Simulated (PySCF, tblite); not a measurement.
# Selenium dioxide (SeO2): isotopologues and vibrational averages

Aim: rotational constants, zero-point energies and shieldings of isotopologues of Selenium dioxide (SeO2) (`O=[Se]=O`).

Programs: PySCF 2.14.0 with density-fitted response routines of our own, and tblite 0.8.0. All values are computed, except where a source is named. Atoms count from 0 throughout.

## (1) The starting structure

3 atoms, charge 0, multiplicity 1; geometry from: force field or distance geometry start.

Bonds of the start (Å): O0–Se1 1.49, Se1–O2 1.69.

## (2) GFN2-xTB relaxation, lowest of a short conformer search

What the job is given:

```
{"job": {"xc": "GFN2-xTB", "basis": "xTB", "kind": "relax"}, "charge": 0, "multiplicity": 1}
O     -1.443800    -0.544700    -0.010600
Se    -0.055400    -0.000000    -0.046000
O      1.545100     0.534600     0.006400
```

Launch:

```
$ OMP_NUM_THREADS=1 python ens_run.py task.json out
```

The driver reads the study from task.json and runs its stages one after another.

Log:

```text
step      E/eV     max force
  0    -301.51535   10.001
  1    -303.12895    5.475
  2    -304.07434    3.970
  3    -304.68132    4.753
  4    -305.20307    4.539
  5    -305.93078    1.952
  6    -305.97852    0.900
  7    -305.99137    0.155
  8    -305.99170    0.013
  9    -305.99170    0.002
```

It took 0.06 s on 1 thread of Arm Neoverse V1, shared host.

Gain 4.476 eV; displacement 0.47 Å root mean square.

## (3) Tight optimisation and Hessian

What the job is given:

```
{"job": {"xc": "PBE0", "basis": "pcSseg-2", "grid": 2, "temperatures": [298.15, 400], "kind": "geom"}, "charge": 0, "multiplicity": 1}
O     -1.126832    -0.622512     0.183448
Se    -0.114909     0.389048    -0.456879
O      1.287665     0.223313     0.223217
```

Log:

```text
step   0  E = -69432.4880861 eV  max force = 1.95947
step   1  E = -69432.5683478 eV  max force = 0.62428
step   2  E = -69432.5777617 eV  max force = 0.06097
step   3  E = -69432.5778488 eV  max force = 0.00762
step   4  E = -69432.5778490 eV  max force = 0.00573
step   5  E = -69432.5778490 eV  max force = 0.00573
harmonic wavenumbers (cm-1): 385.3 1009.1 1045.9
```

It took 1.8 min on 1 thread of Arm Neoverse V1, shared host; peak memory 0.66 GiB.

## (4) Displacements along the modes, parent

What the job is given:

```
{"job": {"xc": "PBE0", "basis": "pcSseg-2", "grid": 2, "temperatures": [298.15, 400], "kind": "vib", "mass_numbers": [16, 80, 16]}, "charge": 0, "multiplicity": 1}
O     -1.185467    -0.635779     0.175209
Se    -0.110581     0.376014    -0.442260
O      1.341972     0.249613     0.216837
```

Log:

```text
mode    cm-1    km/mol   phi_rrr   E(+)/cm-1  E(-)/cm-1
  1    385.26    26.32     -32.5      68.19      70.53
  2   1009.10    14.42    -203.5     174.50     189.13
  3   1045.95   134.23      -1.3     188.34     188.64
```

It took 41 s on 1 thread of Arm Neoverse V1, shared host; peak memory 0.55 GiB.

## (5) Displacements along the modes, 18O at atom 0

What the job is given:

```
{"job": {"xc": "PBE0", "basis": "pcSseg-2", "grid": 2, "temperatures": [298.15, 400], "kind": "vib", "mass_numbers": [18, 80, 16]}, "charge": 0, "multiplicity": 1}
O     -1.185467    -0.635779     0.175209
Se    -0.110581     0.376014    -0.442260
O      1.341972     0.249613     0.216837
```

Log:

```text
mode    cm-1    km/mol   phi_rrr   E(+)/cm-1  E(-)/cm-1
  1    376.21    25.06      31.4      68.83      66.64
  2    971.77    33.22     241.1     183.83     166.57
  3   1034.42   109.54     247.7     195.52     177.52
```

It took 41 s on 1 thread of Arm Neoverse V1, shared host; peak memory 0.67 GiB.

## (6) Displacements along the modes, 82Se at atom 1

What the job is given:

```
{"job": {"xc": "PBE0", "basis": "pcSseg-2", "grid": 2, "temperatures": [298.15, 400], "kind": "vib", "mass_numbers": [16, 82, 16]}, "charge": 0, "multiplicity": 1}
O     -1.185467    -0.635779     0.175209
Se    -0.110581     0.376014    -0.442260
O      1.341972     0.249613     0.216837
```

Log:

```text
mode    cm-1    km/mol   phi_rrr   E(+)/cm-1  E(-)/cm-1
  1    384.43    26.23     -32.4      68.04      70.38
  2   1007.73    14.22    -203.2     174.26     188.87
  3   1043.15   133.37      -1.3     187.83     188.14
```

It took 41 s on 1 thread of Arm Neoverse V1, shared host; peak memory 0.67 GiB.

## (7) Displacements along the modes, 18O at atom 0, 82Se at atom 1

What the job is given:

```
{"job": {"xc": "PBE0", "basis": "pcSseg-2", "grid": 2, "temperatures": [298.15, 400], "kind": "vib", "mass_numbers": [18, 82, 16]}, "charge": 0, "multiplicity": 1}
O     -1.185467    -0.635779     0.175209
Se    -0.110581     0.376014    -0.442260
O      1.341972     0.249613     0.216837
```

Log:

```text
mode    cm-1    km/mol   phi_rrr   E(+)/cm-1  E(-)/cm-1
  1    375.38    24.97      31.3      68.68      66.49
  2    970.04    33.74    -242.2     166.23     183.56
  3   1031.87   107.95    -250.2     176.98     195.15
```

It took 41 s on 1 thread of Arm Neoverse V1, shared host; peak memory 0.55 GiB.

## (8) Displacements along the modes, 18O at atom 0, 18O at atom 2

What the job is given:

```
{"job": {"xc": "PBE0", "basis": "pcSseg-2", "grid": 2, "temperatures": [298.15, 400], "kind": "vib", "mass_numbers": [18, 80, 18]}, "charge": 0, "multiplicity": 1}
O     -1.185467    -0.635779     0.175209
Se    -0.110581     0.376014    -0.442260
O      1.341972     0.249613     0.216837
```

Log:

```text
mode    cm-1    km/mol   phi_rrr   E(+)/cm-1  E(-)/cm-1
  1    367.07    23.79     -29.9      65.01      67.16
  2    957.88    13.71    -187.7     165.83     179.32
  3    999.44   123.23      -1.1     179.96     180.23
```

It took 41 s on 1 thread of Arm Neoverse V1, shared host; peak memory 0.56 GiB.

## (9) Vibrational averages by isotopologue

What the job is given:

```
{"job": {"xc": "PBE0", "basis": "pcSseg-2", "grid": 2, "temperatures": [298.15, 400], "kind": "iso"}, "charge": 0, "multiplicity": 1}
O     -1.185467    -0.635779     0.175209
Se    -0.110581     0.376014    -0.442260
O      1.341972     0.249613     0.216837
```

Log:

```text
parent
  Be/MHz 28844.671 8809.031 6748.17
  B0/MHz 28958.766 8782.807 6721.928
  ZPE/cm-1 1220.2
  <sigma>(0 K)/ppm -635.469 -469.717 -635.467
18O at atom 0
  Be/MHz 27726.814 8289.585 6381.643
  B0/MHz 27833.597 8265.493 6357.39
  ZPE/cm-1 1191.2
  <sigma>(0 K)/ppm -634.759 -469.104 -635.255
82Se at atom 1
  Be/MHz 28643.336 8809.031 6737.092
  B0/MHz 28756.505 8782.862 6710.956
  ZPE/cm-1 1217.7
  <sigma>(0 K)/ppm -635.425 -469.666 -635.424
18O at atom 0, 82Se at atom 1
  Be/MHz 27525.783 8289.282 6370.754
  B0/MHz 27631.649 8265.246 6346.604
  ZPE/cm-1 1188.6
  <sigma>(0 K)/ppm -634.715 -469.053 -635.212
18O at atom 0, 18O at atom 2
  Be/MHz 26550.92 7828.126 6045.658
  B0/MHz 26650.512 7805.926 6023.23
  ZPE/cm-1 1162.2
  <sigma>(0 K)/ppm -634.517 -468.444 -634.514
```

Run time: 5.3 min. Hardware: 1 thread of Arm Neoverse V1, shared host; peak memory 0.67 GiB. This counts the whole study up to here.

Rotational constants (MHz) at equilibrium and in the ground state:

```
                 isotopologue                       Be                       B0  zero-point change (cm⁻¹)
                       parent  28844.7, 8809.0, 6748.2  28958.8, 8782.8, 6721.9                       0.0
                18O at atom 0  27726.8, 8289.6, 6381.6  27833.6, 8265.5, 6357.4                     -28.9
               82Se at atom 1  28643.3, 8809.0, 6737.1  28756.5, 8782.9, 6711.0                      -2.5
18O at atom 0, 82Se at atom 1  27525.8, 8289.3, 6370.8  27631.6, 8265.2, 6346.6                     -31.5
 18O at atom 0, 18O at atom 2  26550.9, 7828.1, 6045.7  26650.5, 7805.9, 6023.2                     -58.0
```

Shieldings of the first species (ppm): at equilibrium, the vibrational parts at 0 K, and the averages:

```csv
atom,equilibrium,anharmonic,harmonic,0 K,298.15 K,400 K
O0,-615.28,-10.93,-9.26,-635.47,-638.28,-640.21
Se1,-443.25,-16.25,-10.22,-469.72,-473.05,-475.43
O2,-615.24,-10.97,-9.26,-635.47,-638.28,-640.21
```

Isotope effects on the shieldings at 0 K (ppb; positive means more shielded):

| atom | 18O at atom 0 | 82Se at atom 1 | 18O at atom 0, 82Se at atom 1 | 18O at atom 0, 18O at atom 2 |
| --- | --- | --- | --- | --- |
| O0 | 710 | 44 | 754 | 952 |
| Se1 | 612 | 51 | 664 | 1273 |
| O2 | 212 | 44 | 256 | 953 |

## (10) What came out

```
                   quantity                        value
                point group                          C2v
    B0 of the first species  28958.8, 8782.8, 6721.9 MHz
          zero-point energy                    1220 cm⁻¹
zero-point change of σ(Se1)                   -26.47 ppm
```

What this shows: Zero-point motion changes the shielding of Se1 most, by -26.47 ppm. The largest secondary isotope effect is 1273 ppb on Se1, 1 bond from the change (18O at atom 0, 18O at atom 2). Spin-orbit coupling is left out, which matters at and beside the heavy atoms.
